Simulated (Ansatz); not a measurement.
**BPd4 in Ansatz: the effect of functional**

BPd4:

```xyz
5
Lattice="2.8920 0.0000 0.0000 0.0000 4.3650 0.0000 0.0000 0.0000 5.8563" Properties=species:S:1:pos:R:3 pbc="T T T"
Pd    1.4460    0.0000    1.1571
Pd    0.0000    0.0000    3.6278
Pd    0.0000    2.1825    1.9277
Pd    1.4460    2.1825    5.0807
B     1.4460    0.0000    5.0553
```

The cell comes from a database or a generator and needn't be the stable form of this composition.

Alike in all runs:

| Item | Value |
| --- | --- |
| Program | Ansatz 0.2.0 |
| Task | projected density of states |
| Potentials or basis | Ansatz PAW |
| k mesh | 9 × 6 × 5 |
| Occupations | fermi-dirac, width 0.05 eV |
| Spin | no spin polarisation |

**Question.** One run gave: pressure -8.5 GPa; largest force 0.20 eV/Å. Which functional did it use?
A. PBE
B. revPBE
C. RPBE
D. LDA
E. PBEsol

**Answer.** E.

```csv
functional,cutoff,pressure (GPa),largest force (eV/Å)
LDA,420 eV (not typed: the program's choice for these potentials),-13.3,0.23
PBE,420 eV (not typed: the program's choice for these potentials),-1.2,0.27
PBEsol,420 eV (not typed: the program's choice for these potentials),-8.5,0.20
RPBE,420 eV (not typed: the program's choice for these potentials),2.8,0.28
revPBE,420 eV (not typed: the program's choice for these potentials),1.7,0.27
BLYP,420 eV (not typed: the program's choice for these potentials),7.2,0.31
r2SCAN,500 eV (not typed: the program's choice for these potentials),-4.7,0.34
```

Caveats: the density of states is complete only up to the lowest level of the last band computed; the PAW data sets come from PBE, with cores solved anew for the run's functional, which leaves a small shift of forces and pressure (some runs).
